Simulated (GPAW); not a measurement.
# BiTe (Fm-3m) in GPAW: settings compared

The runs below take BiTe through single point, with PBE, r2SCAN.

All numbers are computed with GPAW 26.7.0; they aren't measurements. Logs are shortened: lines on timing, memory, paths and dates and some standing lists are left out, and cuts for length are marked. The log counts tension as positive stress, the text compression.

### 1 The crystal as given

It takes space group Fm-3m (No. 225, cubic). Conventional cell: a = 6.470 Å, b = 6.470 Å, c = 6.470 Å, α = 90.00°, β = 90.00°, γ = 90.00°. Around Bi (site symmetry m-3m) lie 6 Te at 3.23 Å. Around Te (site symmetry m-3m) lie 6 Bi at 3.23 Å.

### 2 Single point, PBE (strain = 0.01)

The input, run.py:

```python
from ase import Atoms
from ase.dft.bandgap import bandgap
from ase.io import write
from ase.units import GPa
from gpaw import GPAW, PW

atoms = Atoms(['Bi', 'Te'],
              cell=[[0.0, 3.235, 3.26735],
                    [3.235, 0.0, 3.26735],
                    [3.235, 3.235, 0.0]],
              scaled_positions=[[0.0, 0.0, 0.0],
                                [0.5, 0.5, 0.5]],
              pbc=True)

calc = GPAW(mode=PW(600),
            xc='PBE',
            kpts={'size': (7, 7, 7), 'gamma': True},
            occupations={'name': 'fermi-dirac', 'width': 0.05},
            nbands=20,
            convergence={'density': 1e-05, 'energy': 1e-05},
            maxiter=150,
            txt='gpaw.txt')
atoms.calc = calc
energy = atoms.get_potential_energy()
forces = atoms.get_forces()
stress = atoms.get_stress()
calc.write('gs.gpw')
write('result.traj', atoms)
print(f'Energy: {energy:.6f} eV')
print('Forces (eV/A):')
print(forces.round(4))
print('Stress (GPa):', (stress / GPa).round(3))
print('Fermi level:', round(calc.get_fermi_level(), 4), 'eV')
print(f'Gap: {bandgap(calc)[0]:.4f} eV, direct: {bandgap(calc, direct=True)[0]:.4f} eV')
```

Potentials or basis: GPAW PAW data sets (gpaw-data 1.2.1), pw.

The run is started by

```console
> OMP_NUM_THREADS=1 python run.py
```

gpaw.txt:

```text
__  _  _
 | _ |_)|_||  |
 |__||  | ||/\| - 26.7.0

Input parameters:
  mode=PW(ecut=600.0),
  convergence={'density': 1e-05, 'energy': 1e-05},
  kpts=MonkhorstPack(size=(7, 7, 7), gamma=True),
  maxiter=150,
  nbands=20,
  occupations=Occupations(name='fermi-dirac', width=0.05),
  xc=XC(name='PBE')

Diagonalizing LCAO Hamiltonian
Converting LCAO to pw mode

                 Te

       Bi

Atoms  # Å, Bohr magnetons
|   | symbol |        x |        y |        z |    initial magnetic moments |
|---|--------|----------|----------|----------|-----------------------------|
| 0 |     Bi | 0.000000 | 0.000000 | 0.000000 | ( 0.0000,  0.0000,  0.0000) |
| 1 |     Te | 3.235000 | 3.235000 | 3.267350 | ( 0.0000,  0.0000,  0.0000) |

Unit cell  # Å
| periodic |        x |        y |        z |  lengths |    angles |
|----------|----------|----------|----------|----------|-----------|
|      yes | 0.000000 | 3.235000 | 3.267350 | 4.597913 | 60.164846 |
|      yes | 3.235000 | 0.000000 | 3.267350 | 4.597913 | 60.164846 |
|      yes | 3.235000 | 3.235000 | 0.000000 | 4.574981 | 59.670307 |

Number of symmetries: 16
Symmetry operations  # r_c * U_cc + t_c -> r_c
|    | kind |            matrix            |
|----|------|------------------------------|
|  0 |  σ   |  1, 0, 0,  1, 0,-1,  1,-1, 0 |
|  1 |  E   |  1, 0, 0,  0, 1, 0,  0, 0, 1 |
|  2 |  C4  |  1, 0,-1,  1, 0, 0,  1,-1, 0 |
|  3 |  σ   |  1, 0,-1,  0, 1,-1,  0, 0,-1 |
|  4 |  σ   |  0, 1, 0,  1, 0, 0,  0, 0, 1 |
|  5 |  C4  |  0, 1, 0,  0, 1,-1, -1, 1, 0 |
|  6 |  C2  |  0, 1,-1,  1, 0,-1,  0, 0,-1 |
|  7 |  σ   |  0, 1,-1,  0, 1, 0, -1, 1, 0 |
|  8 |  C2  |  0,-1, 1,  0,-1, 0,  1,-1, 0 |
|  9 |  σ   |  0,-1, 1, -1, 0, 1,  0, 0, 1 |
| 10 |  S4  |  0,-1, 0,  0,-1, 1,  1,-1, 0 |
| 11 |  C2  |  0,-1, 0, -1, 0, 0,  0, 0,-1 |
| 12 |  C2  | -1, 0, 1,  0,-1, 1,  0, 0, 1 |
| 13 |  S4  | -1, 0, 1, -1, 0, 0, -1, 1, 0 |
| 14 |  i   | -1, 0, 0,  0,-1, 0,  0, 0,-1 |
| 15 |  C2  | -1, 0, 0, -1, 0, 1, -1, 1, 0 |

BZ-sampling:
  Number of BZ points: 343
  Number of IBZ points: 40

  Monkhorst-Pack size: [7, 7, 7]
  Monkhorst-Pack shift: [0, 0, 0]

K-points  # in reciprocal-cell coordinates
|     |                                coordinates |     weight |
|-----|--------------------------------------------|------------|
|   0 | (  0.00000000,   0.00000000,   0.00000000) | 0.00291545 |
|   1 | (  0.14285714,   0.00000000,   0.14285714) | 0.01166181 |
|   2 | (  0.14285714,   0.14285714,   0.00000000) | 0.00583090 |
|   3 | (  0.14285714,   0.14285714,   0.14285714) | 0.02332362 |
|   4 | (  0.14285714,   0.14285714,   0.28571429) | 0.01166181 |
|   5 | (  0.28571429,  -0.14285714,  -0.42857143) | 0.02332362 |
|   6 | (  0.28571429,   0.00000000,   0.28571429) | 0.01166181 |
|   7 | (  0.28571429,   0.14285714,   0.14285714) | 0.02332362 |
|   8 | (  0.28571429,   0.14285714,   0.28571429) | 0.04664723 |
|   9 | (  0.28571429,   0.14285714,   0.42857143) | 0.02332362 |
| ... |                                            |            |
|  39 | (  0.42857143,   0.42857143,   0.42857143) | 0.02332362 |

Plane wave coefficients: 2294
Cutoff: 600.0 eV

Spin-components: 1 (collinear spins)
Bands:           20
Projectors:      11
Spin-degeneracy: 2
Datatype:        complex128

Parallelization:
  kpt:    1
  domain: 1
  band:   1

Density:
  Valence electrons: 21.0
  Components: 1
  Grid points: [27 27 27]
  Charge: 0.0  # |e|

Potential:
  Grid points: [27 27 27]

species:
  Bi:
    name:    Bismuth
    Z:       83.0
    valence: 15
    core:    68
    charge:  0.0  # [|e|]
    compensation charges:
      type: gauss
      rc: 0.38  # [Å]
      lmax: 2
    cutoffs:
      filter: 2.23  # [Å]
      core: 2.33  # [Å]
    projectors
    | kind |    occ | energy [eV] | rcut [Å] |
    |------|--------|-------------|----------|
    |   6s |  2.000 |     -14.385 |    1.286 |
    |   6p |  3.000 |      -4.580 |    1.275 |
    |   5d | 10.000 |     -27.119 |    1.349 |
    |    s |        |      12.827 |    1.286 |
    |    p |        |      22.631 |    1.275 |
    |    d |        |       0.093 |    1.349 |

    Using partial waves for Bi as LCAO basis

  Te:
    name:    Tellurium
    Z:       52.0
    valence: 6
    core:    46
    charge:  0.0  # [|e|]
    compensation charges:
      type: gauss
      rc: 0.36  # [Å]
      lmax: 2
    cutoffs:
      filter: 2.09  # [Å]
      core: 3.17  # [Å]
    projectors
    | kind |    occ | energy [eV] | rcut [Å] |
    |------|--------|-------------|----------|
    |   5s |  2.000 |     -15.089 |    1.180 |
    |   5p |  4.000 |      -5.955 |    1.196 |
    |    s |        |      12.123 |    1.180 |
    |    p |        |      21.256 |    1.196 |
    |    d |        |       0.000 |    1.238 |

    Using partial waves for Te as LCAO basis

Reference energy: -769639.066386  # eV

eigensolver:
  PPCG
  Converge bands: occupied
  niter=2

density mixing:
  MSR1-Mixer
  Pratt-step length: 0.05
  Maximum mixing coefficient: 0.75
  Old densities: 10
  SVD Regularization: 0.005
  Good broyden scale: 1.0
  Trust region scale: 1.0
  Backstep threshold: 4.0
  History deletion threshold: 6.0
  Fourier metric: weight=20.0, sigma=0.015

occupation numbers:
  Fermi-Dirac:
    width: 0.0500  # eV

poisson solver:
  ecut: 4800.0  # eV

xc functional:
  name: PBE with 2 nearest neighbor stencil

convergence criteria:
- Maximum integral of absolute [dens]ity change: 1e-05 electrons / valence electron
- Maximum [total energy] change in last 3 cyles: 1e-05 eV / valence electron
- Maximum integral of absolute [eigenst]ate change: 4e-08 eV^2 / valence electron
maximum number of iterations: 150

SCF iterations
|iter     | |      energy | eigst |  dens |
|---------|-|-------------|-------|-------|
|iter:   1| |   -8.001430 | -0.42 |       |
|iter:   2| |   -8.000923 | -2.53 | -1.55 |
|iter:   3| |   -7.993336 | -3.13 | -1.59 |
|iter:   4| |   -7.996236 | -3.50 | -2.02 |
|iter:   5| |   -7.996811 | -4.15 | -2.40 |
|iter:   6| |   -7.996848 | -5.30 | -3.09 |
|iter:   7| |   -7.996852c| -6.36 | -3.87 |
|iter:   8| |   -7.996853c| -7.10 | -4.43 |
|iter:   9| |   -7.996853c| -7.95c| -5.14c|

Converged in 9 steps
Energy contributions relative to reference atoms: (reference = -769639.066386)

Energy contributions:
  Kinetic:          21.802480
  Coulomb:         -20.942041
  Zero:             -1.344248
  External:          0.000000
  Xc:               -7.502829
  Entropy:          -0.020431
  Spinorbit:         0.000000
  ----------------------------
  Free energy:      -8.007069
  Extrapolated:     -7.996853

dipole moment: (-25.194940, -25.194940, -25.446889)  # |e|*Ang

Fermi level: 6.322
Eigenvalues  # (at kpt = [0.000, 0.000, 0.000])
| band index |      eig [eV] | occ [0-2] |
|------------|---------------|-----------|
|          0 |       -17.043 |     2.000 |
|        ... |               |           |
|          2 |       -17.031 |     2.000 |
|          3 |       -17.029 |     2.000 |
|          4 |       -17.029 |     2.000 |
|          5 |        -7.099 |     2.000 |
|          6 |        -1.757 |     2.000 |
|          7 |         3.722 |     2.000 |
[... 8 lines left out ...]
|         16 |        12.386 |     0.000 |
|         17 |        12.900 |     0.000 |
|        ... |               |           |
|         19 |        13.037 |     0.000 |

No gap
No difference between direct/indirect transitions

Forces  # eV/Ang
|       x |       y |        z |
|---------|---------|----------|
| 0.00000 | 0.00000 |  0.00000 |  # Bi   0
| 0.00000 | 0.00000 | -0.00000 |  # Te   1

Stress tensor  # eV/Ang^3
|         x |         y |         z |
|-----------|-----------|-----------|
| -0.001992 |  0.000000 | -0.000000 |
|  0.000000 | -0.001992 |  0.000000 |
| -0.000000 |  0.000000 | -0.000063 |

# Writing to gs.gpw (mode='')
```

It took 30 s on 1 thread of Arm Neoverse V2, shared host; peak memory 0.19 GiB.

What came out:

```yaml
Free_energy: -8.0071 eV
Pressure: 0.2 GPa
Band_gap_on_the_k_mesh: none (metal or under the smearing width)
```

Levels at points of the mesh, in eV from the Fermi level:
```
           k point  band 7  band 8  band 9  band 10  band 11  band 12  band 13  band 14
(0.00, 0.00, 0.00)   -8.08   -2.60   -2.60    -2.46     1.95     2.17     2.17     4.62
```

Caveat: the density grid can change from cell to cell, which puts small steps into energies and stress; spin-orbit coupling is left out, which moves the levels of the heavy elements.

### 3 Single point, PBE (strain = 0.04)

Edit run.py of step 2 so:

```diff
@@ -7,4 +7,4 @@
 atoms = Atoms(['Bi', 'Te'],
-              cell=[[0.0, 3.235, 3.26735],
-                    [3.235, 0.0, 3.26735],
+              cell=[[0.0, 3.235, 3.3644],
+                    [3.235, 0.0, 3.3644],
                     [3.235, 3.235, 0.0]],
```

Potentials or basis: GPAW PAW data sets (gpaw-data 1.2.1), pw.

The run is started by

```console
> OMP_NUM_THREADS=1 python run.py
```

Run time: 20 s. Hardware: 1 thread of Intel Xeon 6975P-C (Granite Rapids), shared host; peak memory 0.2 GiB.

Results (log left out):

```
Free energy            : -7.9938 eV
Pressure               : -1.1 GPa
Band gap on the k mesh : none (metal or under the smearing width)
```

Stress tensor (GPa, compression positive):
```
-0.55  0.00  0.00
 0.00 -0.55  0.00
 0.00  0.00 -2.12
```

Levels at points of the mesh, in eV from the Fermi level:
```csv
k point,band 8,band 9,band 10,band 11,band 12,band 13
"(0.00, 0.00, 0.00)",-2.61,-2.61,-2.11,1.53,2.36,2.36
```

Caveat: the density grid can change from cell to cell, which puts small steps into energies and stress; spin-orbit coupling is left out, which moves the levels of the heavy elements.

### 4 Single point, PBE (strain = -0.04)

Edit run.py of step 3 so:

```diff
@@ -1,4 +1,3 @@
-from ase import Atoms
 from ase.dft.bandgap import bandgap
-from ase.io import write
+from ase.io import read, write
 from ase.units import GPa
@@ -6,9 +5,3 @@
 
-atoms = Atoms(['Bi', 'Te'],
-              cell=[[0.0, 3.235, 3.3644],
-                    [3.235, 0.0, 3.3644],
-                    [3.235, 3.235, 0.0]],
-              scaled_positions=[[0.0, 0.0, 0.0],
-                                [0.5, 0.5, 0.5]],
-              pbc=True)
+atoms = read('BiTe.xyz')
```

The input, BiTe.xyz:

```xyz
2
Lattice="0.0000000000 3.2350000000 3.1056000000 3.2350000000 0.0000000000 3.1056000000 3.2350000000 3.2350000000 0.0000000000" Properties=species:S:1:pos:R:3 pbc="T T T"
Bi     0.0000000000      0.0000000000      0.0000000000
Te     3.2350000000      3.2350000000      3.1056000000
```

Potentials or basis: GPAW PAW data sets (gpaw-data 1.2.1), pw.

The run is started by

```console
> OMP_NUM_THREADS=1 python run.py
```

gpaw.txt:

```text
__  _  _
 | _ |_)|_||  |
 |__||  | ||/\| - 26.7.0

Input parameters:
  mode=PW(ecut=600.0),
  convergence={'density': 1e-05, 'energy': 1e-05},
  kpts=MonkhorstPack(size=(7, 7, 7), gamma=True),
  maxiter=150,
  nbands=20,
  occupations=Occupations(name='fermi-dirac', width=0.05),
  xc=XC(name='PBE')

Diagonalizing LCAO Hamiltonian
Converting LCAO to pw mode

                 Te

       Bi

Atoms  # Å, Bohr magnetons
|   | symbol |        x |        y |        z |    initial magnetic moments |
|---|--------|----------|----------|----------|-----------------------------|
| 0 |     Bi | 0.000000 | 0.000000 | 0.000000 | ( 0.0000,  0.0000,  0.0000) |
| 1 |     Te | 3.235000 | 3.235000 | 3.105600 | ( 0.0000,  0.0000,  0.0000) |

Unit cell  # Å
| periodic |        x |        y |        z |  lengths |    angles |
|----------|----------|----------|----------|----------|-----------|
|      yes | 0.000000 | 3.235000 | 3.105600 | 4.484415 | 59.329651 |
|      yes | 3.235000 | 0.000000 | 3.105600 | 4.484415 | 59.329651 |
|      yes | 3.235000 | 3.235000 | 0.000000 | 4.574981 | 61.340698 |

Number of symmetries: 16
Symmetry operations  # r_c * U_cc + t_c -> r_c
|    | kind |            matrix            |
|----|------|------------------------------|
|  0 |  σ   |  1, 0, 0,  1, 0,-1,  1,-1, 0 |
|  1 |  E   |  1, 0, 0,  0, 1, 0,  0, 0, 1 |
|  2 |  C4  |  1, 0,-1,  1, 0, 0,  1,-1, 0 |
|  3 |  σ   |  1, 0,-1,  0, 1,-1,  0, 0,-1 |
|  4 |  σ   |  0, 1, 0,  1, 0, 0,  0, 0, 1 |
|  5 |  C4  |  0, 1, 0,  0, 1,-1, -1, 1, 0 |
|  6 |  C2  |  0, 1,-1,  1, 0,-1,  0, 0,-1 |
|  7 |  σ   |  0, 1,-1,  0, 1, 0, -1, 1, 0 |
[... 136 lines left out ...]
- Maximum [total energy] change in last 3 cyles: 1e-05 eV / valence electron
- Maximum integral of absolute [eigenst]ate change: 4e-08 eV^2 / valence electron
maximum number of iterations: 150

SCF iterations
|iter     | |      energy | eigst |  dens |
|---------|-|-------------|-------|-------|
|iter:   1| |   -7.947767 | -0.38 |       |
|iter:   2| |   -7.949655 | -2.53 | -1.59 |
|iter:   3| |   -7.947312 | -3.18 | -1.62 |
|iter:   4| |   -7.949822 | -3.52 | -2.06 |
|iter:   5| |   -7.950368 | -4.25 | -2.47 |
|iter:   6| |   -7.950393 | -5.37 | -3.05 |
|iter:   7| |   -7.950396c| -6.39 | -3.88 |
|iter:   8| |   -7.950397c| -7.19 | -4.43 |
|iter:   9| |   -7.950397c| -7.97c| -5.06c|

Converged in 9 steps
Energy contributions relative to reference atoms: (reference = -769639.066386)

Energy contributions:
  Kinetic:          26.987738
  Coulomb:         -25.171293
  Zero:             -1.351213
  External:          0.000000
  Xc:               -8.406876
  Entropy:          -0.017505
  Spinorbit:         0.000000
  ----------------------------
  Free energy:      -7.959149
  Extrapolated:     -7.950397

dipole moment: (-25.203992, -25.203992, -24.195833)  # |e|*Ang

Fermi level: 6.910
Eigenvalues  # (at kpt = [0.000, 0.000, 0.000])
| band index |      eig [eV] | occ [0-2] |
|------------|---------------|-----------|
|          0 |       -16.467 |     2.000 |
|        ... |               |           |
|          2 |       -16.450 |     2.000 |
|          3 |       -16.434 |     2.000 |
|          4 |       -16.426 |     2.000 |
|          5 |        -6.865 |     2.000 |
|          6 |        -0.943 |     2.000 |
|          7 |         3.856 |     2.000 |
[... 8 lines left out ...]
|         16 |        12.960 |     0.000 |
|         17 |        13.360 |     0.000 |
|        ... |               |           |
|         19 |        14.250 |     0.000 |

No gap
No difference between direct/indirect transitions

Forces  # eV/Ang
|        x |       y |        z |
|----------|---------|----------|
| -0.00000 | 0.00000 | -0.00000 |  # Bi   0
|  0.00000 | 0.00000 | -0.00000 |  # Te   1

Stress tensor  # eV/Ang^3
|         x |         y |         z |
|-----------|-----------|-----------|
| -0.011050 |  0.000000 |  0.000000 |
|  0.000000 | -0.011050 |  0.000000 |
|  0.000000 |  0.000000 | -0.033802 |

# Writing to gs.gpw (mode='')
```

It took 21 s on 1 thread of Intel Xeon 6975P-C (Granite Rapids), shared host; peak memory 0.19 GiB.

What came out:

```yaml
Free_energy: -7.9591 eV
Pressure: 3.0 GPa
Band_gap_on_the_k_mesh: none (metal or under the smearing width)
```

Stress tensor (GPa, compression positive):
```
1.77 0.00 0.00
0.00 1.77 0.00
0.00 0.00 5.42
```

Levels at points of the mesh, in eV from the Fermi level:
```tsv
k point	band 7	band 8	band 9	band 10	band 11	band 12	band 13	band 14
(0.00, 0.00, 0.00)	-7.85	-3.05	-2.48	-2.48	1.90	1.90	2.92	4.51
```

Caveat: the density grid can change from cell to cell, which puts small steps into energies and stress; spin-orbit coupling is left out, which moves the levels of the heavy elements.

### 5 Single point, r2SCAN

The input, run.py:

```python
from ase import Atoms
from ase.dft.bandgap import bandgap
from ase.io import write
from ase.units import GPa
from gpaw import GPAW, PW

atoms = Atoms(['Bi', 'Te'],
              cell=[[0.0, 3.235, 3.235],
                    [3.235, 0.0, 3.235],
                    [3.235, 3.235, 0.0]],
              scaled_positions=[[0.0, 0.0, 0.0],
                                [0.5, 0.5, 0.5]],
              pbc=True)

calc = GPAW(mode=PW(500),
            xc='MGGA_X_R2SCAN+MGGA_C_R2SCAN',
            kpts={'size': (6, 6, 6), 'gamma': True},
            occupations={'name': 'fermi-dirac', 'width': 0.05},
            setups={'Te': '16'},
            nbands=-10,
            maxiter=120,
            txt='gpaw.txt')
atoms.calc = calc
energy = atoms.get_potential_energy()
forces = atoms.get_forces()
stress = atoms.get_stress()
calc.write('gs.gpw')
write('result.traj', atoms)
print(f'Energy: {energy:.6f} eV')
print('Forces (eV/A):')
print(forces.round(4))
print('Stress (GPa):', (stress / GPa).round(3))
print('Fermi level:', round(calc.get_fermi_level(), 4), 'eV')
print(f'Gap: {bandgap(calc)[0]:.4f} eV, direct: {bandgap(calc, direct=True)[0]:.4f} eV')
```

Potentials or basis: GPAW PAW data sets (gpaw-data 1.2.1), other valence, pw.

The run is started by

```console
> OMP_NUM_THREADS=1 python run.py
```

Run time: 52 s. Hardware: 1 thread of Arm Neoverse V1, shared host; peak memory 0.35 GiB.

Results (log left out):

| Item | Value |
| --- | --- |
| Free energy | -40.1599 eV |
| Pressure | -0.7 GPa |
| Band gap on the k mesh | none (metal or under the smearing width) |

Levels at points of the mesh, in eV from the Fermi level:
```
           k point  band 11  band 12  band 13  band 14  band 15  band 16  band 17  band 18  band 19  band 20
(0.00, 0.00, 0.00)   -14.00    -8.10    -2.70    -2.70    -2.70     2.38     2.38     2.38     4.91     4.91
(0.50, 0.50, 0.00)   -12.12   -10.12    -5.87    -4.20    -4.20     2.47     3.89     3.89     5.35     8.79
(0.50, 0.50, 0.50)   -11.97   -11.50    -2.02    -2.02    -1.50    -0.66    -0.66    -0.62     7.98     8.19
```

Caveat: the cutoff is short for stress and forces, so pressures can be off by a GPa or more; the PAW data sets were made with another functional, which shifts forces and pressure a little; spin-orbit coupling is left out, which moves the levels of the heavy elements.

### 6 Summary

```csv
level,potentials or basis,cell,k mesh,cutoff (eV),maxiter,convergence,data set,gap on the mesh (eV),pressure (GPa)
PBE,"GPAW PAW data sets (gpaw-data 1.2.1), pw",strain = 0.01,7 × 7 × 7,600,150,-,-,none,0.2
PBE,"GPAW PAW data sets (gpaw-data 1.2.1), pw",strain = 0.04,7 × 7 × 7,600,150,-,-,none,-1.1
PBE,"GPAW PAW data sets (gpaw-data 1.2.1), pw",strain = -0.04,7 × 7 × 7,600,150,-,-,none,3.0
r2SCAN,"GPAW PAW data sets (gpaw-data 1.2.1), other valence, pw",as given,6 × 6 × 6,500,120,default,Te 16,none,-0.7
```

Alike in all rows: task single point; no spin polarisation; smearing fermi-dirac 0.05 eV.

Caveats: spin-orbit coupling is left out, which moves the levels of the heavy elements; the density grid can change from cell to cell, which puts small steps into energies and stress (some runs); the cutoff is short for stress and forces, so pressures can be off by a GPa or more (some runs); the PAW data sets were made with another functional, which shifts forces and pressure a little (some runs).

Total energies depend on the potentials used, so only differences within one code and one set of settings carry meaning.
